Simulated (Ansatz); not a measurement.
# Co (Co, dhcp): the cost of one run

Method: DFT RPBE, plane waves (420 eV) with PAW, scalar-relativistic; PAW files made under PBE, frozen cores solved again for the functional, in Ansatz 0.2.0.

## (1) The structure to begin with

Symmetry: P6_3/mmc, No. 194, hexagonal system. The conventional cell has a = 2.502 Å, b = 2.502 Å, c = 8.171 Å, α = 90.00°, β = 90.00°, γ = 120.00°. Co (site symmetry -3m) has 12 Co at 2.50 Å as nearest neighbours. Co (site symmetry -6m2) has 12 Co at 2.50 Å as nearest neighbours.

Structure file:

```
CELL_PARAMETERS angstrom
2.50188 0.00000 0.00000
-1.25094 2.16670 0.00000
0.00000 0.00000 8.17115
ATOMIC_POSITIONS crystal
Co 0.00000 0.00000 0.00000
Co 0.00000 0.00000 0.50000
Co 0.33333 0.66667 0.25000
Co 0.66667 0.33333 0.75000
```

The atoms start with moments of +1.7 ×4 μB.

## (2) Relaxation of the cell

input.yaml

```yaml
crystal:
  lattice:
    - [2.5018845205, 0.0, 0.0]
    - [-1.2509422603, 2.1666955521, 0.0]
    - [0.0, 0.0, 8.1711548441]
  atoms:
    - { symbol: Co, position: [0.0, 0.0, 0.0], spin: 1.7 }
    - { symbol: Co, position: [0.0, 0.0, 0.5], spin: 1.7 }
    - { symbol: Co, position: [0.3333333333, 0.6666666667, 0.25], spin: 1.7 }
    - { symbol: Co, position: [0.6666666667, 0.3333333333, 0.75], spin: 1.7 }
hamiltonian:
  xc: rpbe
  pseudopotentials:
    kind: paw
    azcp:
      Co: "pseudopotentials/Co.paw.azcp"
basis:
  ecutwfc: 420
  fft_grid_basis: typed
kpoints:
  mp_grid: { grid: [14, 14, 4], shift: [0, 0, 0] }
magnetization:
  spin_polarized: true
scf:
  occupations: { method: fermi_dirac, width: 0.05 }
relax:
  max_steps: 60
  f_tol: 0.01
  cell: {}
```

The run is started by

```
$ ansatz run input.yaml --threads 2 --pin off --max-ram 5120MiB --backend cpu --events-out ev --progress --plain --runs-dir out
```

What time and memory should one allow on 2 threads of Intel Xeon Platinum 8488C (Sapphire Rapids), shared host?

About 37 s, with a peak of 0.54 GiB.
